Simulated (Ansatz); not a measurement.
# GeCl2 (SMILES Cl[Ge]Cl) at r2SCAN/aug-cc-pVDZ

What is the electronic atomisation energy of GeCl2 at r2SCAN/aug-cc-pVDZ? 

Program for the calculation: Ansatz 0.2.0.

36 further runs of the same task are left out: 36 set aside as unsound or not needed.

**1. The molecule**

The species is GeCl2 (3 atoms), meant as a singlet with charge 0. As SMILES, `Cl[Ge]Cl`. The coordinates come from a PBE0-D4/def2-TZVP relaxation.

Bond lengths: Cl1–Ge2 2.182 Å, Ge2–Cl3 2.182 Å. Angles: Cl1–Ge2–Cl3 100.0°.

**2. A single-point energy at r2SCAN/aug-cc-pVDZ**

input.yaml

```yaml
crystal:
  periodic: [false, false, false]
  atoms:
    - {symbol: Cl, position_ang: [-0.065420, -1.681680, 0.422740]}
    - {symbol: Ge, position_ang: [-0.421210, 0.067170, -0.832020]}
    - {symbol: Cl, position_ang: [0.486630, 1.614500, 0.409270]}
basis:
  gaussian:
    orbitals: aug-cc-pVDZ
total_charge: 0
hamiltonian:
  xc: r2scan
accuracy: high
output: {orbitals: {seedname: orbitals}}
```

Started as:

```sh
$ ansatz run input.yaml --threads 1 --pin off --max-ram 3480MiB --events-out events.jsonl --progress --plain --runs-dir runs
```

What it wrote:

```text
Warning: RAYON_NUM_THREADS=1 ignored (pool sized by the plan → 1); use --threads N
Functional definition: r2SCAN
  name "r2SCAN"
  parameter k0 = 0.174
  parameter k1 = 0.065
  parameter a1 = 4.9479
  exchange = r2scan_x(k0 = k0, k1 = k1, a1 = a1)
  correlation = r2scan_c
1751 factors; integrals over basis functions are off by at most 4.4e-9 eV
mean field evaluation 1: about -81562.6081 eV, gradient 1.8e1 eV
mean field evaluation 2: about -81560.7455 eV, gradient 3.0e1 eV
mean field evaluation 4: about -81563.4749 eV, gradient 7.3e-1 eV
mean field evaluation 8: about -81563.4737 eV, gradient 8.8e-3 eV
mean field evaluation 16: about -81563.4737 eV, gradient 4.8e-7 eV
mean field -81563.47373671 eV, -2997.4023741157 hartree, gradient 2.2e-8 eV, S^2 0.000000; 0 other end points of the search recorded, 0 dependent functions left out
reference -81563.47373796 eV, -2997.4023741619 hartree; 33, 33 occupied and 57, 57 virtual orbitals, 1751 factors
Total energy: -81563.47373796 eV, -2997.4023741619 hartree
```

Wall time 13 s (1 thread of Arm Neoverse V2, shared host); peak memory 0.26 GiB.

**3. The Cl atom**

job.yaml

```yaml
crystal:
  periodic: [false, false, false]
  atoms:
    - symbol: Cl
      position_ang: [0.000000, 0.000000, 0.000000]
basis:
  gaussian: {orbitals: aug-cc-pVDZ}
magnetization: {spin_polarized: true, initial_magnetization: 1}
hamiltonian: {xc: {name: r2SCAN}}
accuracy: high
```

Started as:

```sh
$ ansatz run job.yaml --threads 1 --pin off --max-ram 3480MiB --events-out events.jsonl --progress --plain --runs-dir runs
```

What it wrote, shortened:

```text
Warning: RAYON_NUM_THREADS=1 ignored (pool sized by the plan → 1); use --threads N
[... 7 set-up lines as earlier in the session ...]
231 factors; integrals over basis functions are off by at most 3.0e-9 eV
mean field evaluation 1: about -12520.1665 eV, gradient 3.5e0 eV
mean field evaluation 2: about -12520.2422 eV, gradient 1.4e0 eV
mean field evaluation 4: about -12520.2530 eV, gradient 1.7e-2 eV
mean field evaluation 8: about -12520.2547 eV, gradient 8.9e-4 eV
mean field evaluation 16: about -12520.0483 eV, gradient 5.2e0 eV
mean field evaluation 32: about -12520.2547 eV, gradient 2.1e-8 eV
mean field -12520.25473618 eV, -460.1108750211 hartree, gradient 4.5e-8 eV, S^2 0.753916; 6 other end points of the search recorded, 0 dependent functions left out
reference -12520.25474162 eV, -460.1108752212 hartree; 9, 8 occupied and 18, 19 virtual orbitals, 231 factors
Total energy: -12520.25474162 eV, -460.1108752212 hartree
```

Wall time 3.9 s (1 thread of Arm Neoverse V2, shared host); peak memory 0.12 GiB.

**4. The Ge atom**

run.yaml

```yaml
basis:
  gaussian: {orbitals: aug-cc-pVDZ}
crystal:
  periodic: [false, false, false]
  atoms:
    - {symbol: Ge, position_ang: [0.000000, 0.000000, 0.000000]}
magnetization: {spin_polarized: true, initial_magnetization: 2}
hamiltonian: {xc: {name: r2SCAN}}
accuracy: high
```

Run the same way, it converges to -2076.87442 Eh (log not shown).

**5. Results**

Level: r2SCAN/aug-cc-pVDZ.

```
                     quantity           value
       molecule: total energy  -2997.40237 Eh
        molecule: HOMO energy        -7.38 eV
        molecule: LUMO energy        -3.85 eV
      molecule: HOMO–LUMO gap         3.53 eV
        Cl atom: total energy   -460.11088 Eh
                Cl atom: ⟨S²⟩           0.754
        Ge atom: total energy  -2076.87442 Eh
                Ge atom: ⟨S²⟩           2.005
electronic atomisation energy        8.332 eV
```

What this shows: Taking the molecule apart into free atoms costs 8.33 eV (192 kcal/mol), before zero-point energy and without spin-orbit coupling.
